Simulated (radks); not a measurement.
# Ionisation of P¹⁰⁺: one atom, several choices of exchange strength α

How much does the choice of exchange strength α matter for taking an electron from P¹⁰⁺? Both P¹⁰⁺ ([He] 2s2 2p1) and P¹¹⁺ ([He] 2s2) are run for each choice.

The numbers are computed with radks (a radial shooting solver on a logarithmic mesh, Libxc functionals) version 1 (scalar-relativistic Kohn-Sham, spin-polarised, spherical densities, finite nucleus; open shells are filled with parallel spins first), except any that are marked as measured or tabulated.

## Step 1: The atom as given

* element: phosphorus (Z = 15)
* charge: +10
* electrons: 5
* configuration: [He] 2s2 2p1
* ion: P¹¹⁺, [He] 2s2
* choices: α = 0.553; α = 0.667; α = 0.719; α = 0.789; α = 0.88

Outer shells as boxes (Hund's rule):

P¹⁰⁺
```
[He] core
2s [↑↓]
2p [↑ ][  ][  ]
```

P¹¹⁺
```
[He] core
2s [↑↓]
```

## Step 2: α = 0.553: P¹⁰⁺

Settings of this run:

```text
Z 15
configuration [He] 2s2 2p1
relativity scalar-relativistic
functional xalpha 0.553
spin polarised
nucleus finite rms 3.1889 fm
c 137.035999084
```

## Step 3: α = 0.553: P¹¹⁺

Input: that of step 2 with these lines changed.

```diff
@@ -1,3 +1,3 @@
 Z 15
-configuration [He] 2s2 2p1
+configuration [He] 2s2
 relativity scalar-relativistic
```

## Step 4: α = 0.667: P¹⁰⁺

Settings of this run:

```text
Z 15
configuration [He] 2s2 2p1
relativity scalar-relativistic
functional xalpha 0.667
spin polarised
nucleus finite rms 3.1889 fm
c 137.035999084
```

## Step 5: α = 0.667: P¹¹⁺

Input: that of step 4 with these lines changed.

```diff
@@ -1,3 +1,3 @@
 Z 15
-configuration [He] 2s2 2p1
+configuration [He] 2s2
 relativity scalar-relativistic
```

## Step 6: α = 0.719: P¹⁰⁺

Settings of this run:

```text
Z 15
configuration [He] 2s2 2p1
relativity scalar-relativistic
functional xalpha 0.719
spin polarised
nucleus finite rms 3.1889 fm
c 137.035999084
```

## Step 7: α = 0.719: P¹¹⁺

Input: that of step 6 with these lines changed.

```diff
@@ -1,3 +1,3 @@
 Z 15
-configuration [He] 2s2 2p1
+configuration [He] 2s2
 relativity scalar-relativistic
```

## Step 8: α = 0.789: P¹⁰⁺

Settings of this run:

```text
Z 15
configuration [He] 2s2 2p1
relativity scalar-relativistic
functional xalpha 0.789
spin polarised
nucleus finite rms 3.1889 fm
c 137.035999084
```

## Step 9: α = 0.789: P¹¹⁺

Input: that of step 8 with these lines changed.

```diff
@@ -1,3 +1,3 @@
 Z 15
-configuration [He] 2s2 2p1
+configuration [He] 2s2
 relativity scalar-relativistic
```

## Step 10: α = 0.88: P¹⁰⁺

Settings of this run:

```text
Z 15
configuration [He] 2s2 2p1
relativity scalar-relativistic
functional xalpha 0.88
spin polarised
nucleus finite rms 3.1889 fm
c 137.035999084
```

## Step 11: α = 0.88: P¹¹⁺

Input: that of step 10 with these lines changed.

```diff
@@ -1,3 +1,3 @@
 Z 15
-configuration [He] 2s2 2p1
+configuration [He] 2s2
 relativity scalar-relativistic
```

What does the calculation give? Wanted: for each run, exchange strength α; E(P¹⁰⁺); Δ-SCF; −ε(HOMO); <r> HOMO; error.

As calculated:

| exchange strength α | E(P¹⁰⁺) (hartree) | Δ-SCF (eV) | −ε(HOMO) (eV) | <r> HOMO (bohr) | error (eV) |
| --- | --- | --- | --- | --- | --- |
| α = 0.553 | -273.33005 | 469.55 | 442.52 | 0.3996 | -9.89 |
| α = 0.667 | -275.34251 | 476.74 | 450.15 | 0.3966 | -2.70 |
| α = 0.719 | -276.26343 | 480.04 | 453.65 | 0.3953 | +0.60 |
| α = 0.789 | -277.50606 | 484.50 | 458.39 | 0.3935 | +5.06 |
| α = 0.88 | -279.12650 | 490.33 | 464.59 | 0.3912 | +10.89 |

What this shows: The NIST Atomic Spectra Database lists 479.44 eV (semi-empirical). Nearest is α = 0.719 (+0.60 eV off), farthest α = 0.88 (+10.89 eV). The ionisation energies span 20.78 eV, the total energies of P¹⁰⁺ 158 eV: most of the change in the total cancels in the difference. α = 2/3 is LDA exchange; there is no correlation term. The tabulated value is met near α = 0.71. Open shells are spherical and high-spin; term and fine-structure splittings are not resolved.
